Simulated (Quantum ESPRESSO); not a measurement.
## GaGe under changes of volume

One of the cells (24.335 Å³/atom); the others are scaled copies at fixed shape and fractional positions:

```xyz
2
Lattice="0.0000 2.8978 2.8978 2.8978 0.0000 2.8978 2.8978 2.8978 0.0000" Properties=species:S:1:pos:R:3 pbc="T T T"
Ge    0.0000    0.0000    0.0000
Ga    1.4489    1.4489    1.4489
```

The cell comes from a database or a generator and needn't be the stable form of this composition.

* Program: Quantum ESPRESSO 7.5
* Functional: PBE
* Potentials or basis: SSSP 1.3 efficiency PBE
* Cutoff: 952 eV
* Density cutoff: 7619 eV
* k mesh: 8 × 8 × 8
* Occupations: fermi-dirac, width 0.05 eV
* Spin: no spin polarisation

| volume (Å³/atom) | energy over the lowest point (meV/atom) | pressure (GPa) |
| --- | --- | --- |
| 22.875 | 17.28 | 3.7 |
| 23.361 | 7.85 | 2.3 |
| 23.848 | 2.23 | 1.2 |
| 24.335 | 0.00 | 0.1 |
| 24.821 | 0.82 | -0.8 |
| 25.308 | 4.31 | -1.6 |
| 25.795 | ? | ? |

What does the run at 25.795 Å³/atom give?

Energy over the lowest point 10.21 meV/atom; pressure -2.4 GPa.

Worked out: A Birch-Murnaghan fit of order 3 (a polynomial in V^(-2/3)) to the other rows has its minimum at 24.44 Å³/atom with B0 = V·E''(V) = 49 GPa and B' = 4.9. It gives 10.21 meV/atom at 25.795 Å³/atom, against the run's 10.21, and -dE/dV = -2.3 GPa, against -2.4.

Energies are extrapolated to zero smearing.
